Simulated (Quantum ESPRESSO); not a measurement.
Runs of Quantum ESPRESSO 7.5 on MoS2. The structure is hexagonal, space group P6_3/mmc (No. 194). Conventional cell: a = 3.161 Å, b = 3.161 Å, c = 12.295 Å, α = 90.00°, β = 90.00°, γ = 120.00°. Mo (site symmetry -6m2) has 6 S at 2.37 Å as nearest neighbours. S (site symmetry 3m) is surrounded by 3 Mo at 2.37 Å. 

```tsv
level	U	gap on the mesh (eV)	pressure (GPa)	moment (μB)	largest force (eV/Å)
PBE+U	Mo d U = 6 eV	1.12	1.6	0.00	0.47
PBE+U	Mo d U = 3 eV	1.04	5.5	0.00	0.86
PBE+U	Mo d U = 5 eV	(a)	2.9	0.00	0.60
PBE+U	Mo d U = 1 eV	0.98	(c)	0.00	1.10
PBE+U	Mo d U = 2 eV	1.01	6.7	0.00	0.98
PBE+U	Mo d U = 4 eV	1.06	(b)	0.00	0.73
PBE	-	0.96	9.1	0.00	1.21
```

Alike in all rows: task single point; potentials or basis PseudoDojo 0.5 SR PBE standard; spin collinear, ferromagnetic start; cell as given; k mesh 5 × 5 × 1; cutoff (eV) 1225; smearing gaussian 0.05 eV; the mesh is coarse, so values aren't converged.

Problem. Estimate the missing entries.

Solution. (a) 1.09; (b) 4.2; (c) 7.9.

Caveats: all runs use coarse meshes; an odd mesh through Γ misses points on the zone boundary, where band edges often lie; this functional lacks dispersion, which binds the layers, so the pressure and a relaxed spacing across them are unreliable; forces of over 1 eV/Å show positions far from the minimum, so gaps and moduli don't describe the material at rest (some runs).

A k mesh can miss the band edges, and the runs leave out spin-orbit coupling on Mo.
